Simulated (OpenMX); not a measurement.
The system is MoSe.

```
CELL_PARAMETERS angstrom
3.50023 0.00000 0.00000
0.00000 3.50023 0.00000
0.00000 0.00000 3.50023
ATOMIC_POSITIONS crystal
Mo 0.00000 0.00000 0.00000
Se 0.50000 0.50000 0.50000
```

The cell was built by a generator and needn't be a form met in nature.

The cell isn't the ideal one: as made, not relaxed: species swapped into the GdTl type (Pm-3m, No. 221).

- Program: OpenMX 3.8.5
- Task: relaxation of cell and atoms
- Functional: PBE
- Potentials or basis: OpenMX 2013 PBE set, Mo7.0-s3p2d2, Se7.0-s3p2d2, grid cutoff 400 Ry
- k mesh: 5 × 5 × 5
- Occupations: fermi-dirac, width 0.05 eV
- Spin: no spin polarisation

At the start: pressure -25.1 GPa; volume 21.44 Å³/atom.

Question: Where does the relaxation end?

Answer: Over 12 steps the energy falls by 614.7 meV/atom and the volume is 15.84 Å³/atom (-26.1 %); space group Pm-3m (No. 221, to 0.05 Å).

The path:
| step | energy change (eV) | largest force (eV/Å) | pressure (GPa) | volume (Å³) |
| --- | --- | --- | --- | --- |
| 1 | 0.0000 | 0.0000 | -25.15 | 42.88 |
| 2 | -0.1407 | 0.0000 | -24.59 | 41.97 |
| 3 | -0.2720 | 0.0000 | -24.04 | 41.11 |
| 4 | -0.3945 | 0.0000 | -23.40 | 40.29 |
| 5 | -0.5076 | 0.0000 | -22.60 | 39.51 |
| 6 | -0.7553 | 0.0000 | -20.23 | 37.69 |
| 7 | -0.9383 | 0.0000 | -17.18 | 36.16 |
| 8 | -1.0620 | 0.0000 | -13.96 | 34.93 |
| 9 | -1.1392 | 0.0000 | -10.75 | 33.97 |
| 10 | -1.2230 | 0.0000 | -2.93 | 32.21 |
| 11 | -1.2252 | 0.0000 | -2.33 | 32.10 |
| 12 | -1.2293 | 0.0000 | 0.10 | 31.67 |

Final structure:
```cif
data_structure
_symmetry_space_group_name_H-M 'P 1'
_symmetry_Int_Tables_number 1
_cell_length_a 3.1639
_cell_length_b 3.1639
_cell_length_c 3.1639
_cell_angle_alpha 90.000
_cell_angle_beta 90.000
_cell_angle_gamma 90.000
_cell_volume 31.67
loop_
_atom_site_label
_atom_site_type_symbol
_atom_site_fract_x
_atom_site_fract_y
_atom_site_fract_z
_atom_site_occupancy
Mo1 Mo 0.00000 0.00000 0.00000 1
Se1 Se 0.50000 0.50000 0.50000 1
```

Caveat: the volume moved by over 15 % at a fixed basis, so the end points are rough; volumes in these bases differ from converged ones by about 1 %, for some elements by several; the energies along the path lack the entropy term of the smearing; the basis of atomic orbitals isn't converged, which shifts pressures, moduli and gaps.
